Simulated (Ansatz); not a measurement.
# Fe2CO3: two electronic states of one cell

Aim: solve Fe2CO3 (a borrowed structure type, volume estimated) from each of its saved states, at one geometry and mesh, and see which is lowest and how they differ.

Program: Ansatz 0.2.0. Level of theory: DFT, PBE, with U_eff = 4.92 eV on Fe d, plane waves, PAW. These are calculated values, not measurements.

## (1) The system as given

The structure is monoclinic, space group C2/c (No. 15). The conventional cell has a = 8.469 Å, b = 5.047 Å, c = 6.268 Å, α = 90.00°, β = 114.50°, γ = 90.00°. Fe (site symmetry 1) is surrounded by 4 O at 1.97 to 2.02 Å. O (site symmetry 1) is surrounded by 1 C at 1.28 Å. Around C (site symmetry 2) lie 3 O at 1.28 to 1.29 Å. O (site symmetry 2) has 1 C at 1.29 Å as nearest neighbours.

Structure file:

```xyz
12
Lattice="4.2345 2.5235 0.0000 4.2345 -2.5235 0.0000 2.5995 0.0000 -5.7040" Properties=species:S:1:pos:R:3 pbc="T T T"
Fe    6.3696   -0.2524   -0.9126
Fe    3.3991   -0.2524   -1.9394
Fe    4.6988    0.2524   -4.7914
Fe    7.6693    0.2524   -3.7647
O     2.9956   -0.3382   -3.8787
O     9.3725   -0.3382   -4.6773
O     8.0728    0.3382   -1.8253
O     1.6959    0.3382   -1.0267
C     6.1841   -2.2358   -4.2780
C     4.8843    2.2358   -1.4260
O     6.1841   -0.9438   -4.2780
O     4.8843    0.9438   -1.4260
```

The states: A, Fe1 up, Fe2 up, Fe3 down, Fe4 down (collinear spin); B, Fe1 up, Fe2 down, Fe3 up, Fe4 down (collinear spin). Each run reads its own saved solution as saved_state.

## (2) State A: the run

Contents of input.yaml:

```yaml
crystal:
  lattice:
    - [4.23446219, 2.5235171, 0.0]
    - [4.23446219, -2.5235171, 0.0]
    - [2.59947501, 0.0, -5.70401758]
  atoms:
    - { symbol: Fe, position: [0.653, 0.753, 0.16] }
    - { symbol: Fe, position: [0.247, 0.347, 0.34] }
    - { symbol: Fe, position: [0.347, 0.247, 0.84] }
    - { symbol: Fe, position: [0.753, 0.653, 0.66] }
    - { symbol: O, position: [0.078, 0.212, 0.68] }
    - { symbol: O, position: [0.788, 0.922, 0.82] }
    - { symbol: O, position: [0.922, 0.788, 0.32] }
    - { symbol: O, position: [0.212, 0.078, 0.18] }
    - { symbol: C, position: [0.057, 0.943, 0.75] }
    - { symbol: C, position: [0.943, 0.057, 0.25] }
    - { symbol: O, position: [0.313, 0.687, 0.75] }
    - { symbol: O, position: [0.687, 0.313, 0.25] }
  symmetry: { detect: false, time_reversal: true }
kpoints:
  mp_grid: { grid: [4, 4, 3], shift: [0, 0, 0] }
  band_path:
    path:
      - [0.0, 0.0, 0.0]
      - [0.35722855, -0.35722855, 0.0]
      - [-0.35722855, -0.64277145, 0.0]
      - [-0.5, -0.5, 0.0]
      - [0.0, 0.0, 0.0]
      - [-0.5, -0.5, -0.5]
      - [-0.29715156, -0.70284844, -0.5]
      - [0.29715156, -0.29715156, -0.5]
      - [0.0, 0.0, -0.5]
      - [0.0, 0.0, 0.0]
      - [0.0, -0.5, -0.5]
    npoints: 6
magnetization:
  spin_polarized: true
scf:
  occupations: { method: cold, width: 0.193 }
  lower_state_search: "off"
  max_iter: 200
hamiltonian:
  pseudopotentials: { kind: paw }
  xc: pbe
  hubbard:
    projectors: all-electron-ortho-atomic
    sites: [{ species: Fe, l: d, u_eff: 4.92 }]
basis:
  ecutwfc: 420
  fft_grid_basis: typed
output:
  forces: true
  stress: true
  eigenvalues: true
  bader: true
  populations: true
  elf: true
  write_potential: true
  volumetric_format: npy
  dos:
    e_range: [-12, 8]
    de: 0.05
    projected: { site_lists: { C: [C], Fe: [Fe], O: [O] } }
checkpoint:
  read: saved_state
```

## (4) State B: the run

Contents of input.yaml:

```yaml
crystal:
  lattice:
    - [4.23446219, 2.5235171, 0.0]
    - [4.23446219, -2.5235171, 0.0]
    - [2.59947501, 0.0, -5.70401758]
  atoms:
    - { symbol: Fe, position: [0.653, 0.753, 0.16], spin: 4.0 }
    - { symbol: Fe, position: [0.247, 0.347, 0.34], spin: -4.0 }
    - { symbol: Fe, position: [0.347, 0.247, 0.84], spin: 4.0 }
    - { symbol: Fe, position: [0.753, 0.653, 0.66], spin: -4.0 }
    - { symbol: O, position: [0.078, 0.212, 0.68], spin: 0.0 }
    - { symbol: O, position: [0.788, 0.922, 0.82], spin: 0.0 }
    - { symbol: O, position: [0.922, 0.788, 0.32], spin: 0.0 }
    - { symbol: O, position: [0.212, 0.078, 0.18], spin: 0.0 }
    - { symbol: C, position: [0.057, 0.943, 0.75], spin: 0.0 }
    - { symbol: C, position: [0.943, 0.057, 0.25], spin: 0.0 }
    - { symbol: O, position: [0.313, 0.687, 0.75], spin: 0.0 }
    - { symbol: O, position: [0.687, 0.313, 0.25], spin: 0.0 }
kpoints:
  mp_grid: { grid: [4, 4, 3], shift: [0, 0, 0] }
magnetization:
  spin_polarized: true
scf:
  occupations: { method: cold, width: 0.193 }
  lower_state_search: "off"
  max_iter: 200
hamiltonian:
  pseudopotentials: { kind: paw }
  xc: pbe
  hubbard:
    projectors: all-electron-ortho-atomic
    sites: [{ species: Fe, l: d, u_eff: 4.92 }]
basis:
  ecutwfc: 420
  fft_grid_basis: typed
output:
  forces: true
  stress: true
  eigenvalues: true
  bader: true
  populations: true
  elf: true
  write_potential: true
  volumetric_format: npy
  dos:
    e_range: [-12, 8]
    de: 0.05
    projected: { site_lists: { C: [C], Fe: [Fe], O: [O] } }
checkpoint:
  read: saved_state
```

(Steps that only read results are left out.)

Q: Predict the outcome of this session. Wanted: for each run, free energy; largest site moment; size of the net moment; gap; pressure; largest force.

**Answer**, as computed:

| state | free energy (meV/atom) | largest site moment (μB) | size of the net moment (μB/cell) | gap (eV) | pressure (GPa) | largest force (eV/Å) | SCF cycles |
| --- | --- | --- | --- | --- | --- | --- | --- |
| A | 0.0 | 2.43 | 0.00 | 0.24 | 27.2 | 1.51 | 24 |
| B | 6.5 | 2.41 | 0.00 | 0.26 | 27.5 | 1.57 | 18 |

State A lies lowest, 6.5 meV per atom under state B. The atoms are far from rest (forces to 1.6 eV/Å), so order and character hold for this geometry alone. Gaps that take in a band path and gaps read on the mesh alone aren't sampled alike. Every run converged, so convergence alone does not show that a state is the lowest.

Limits of this run: gaps of Fe, Co and Ni magnets can come out low on these datasets.
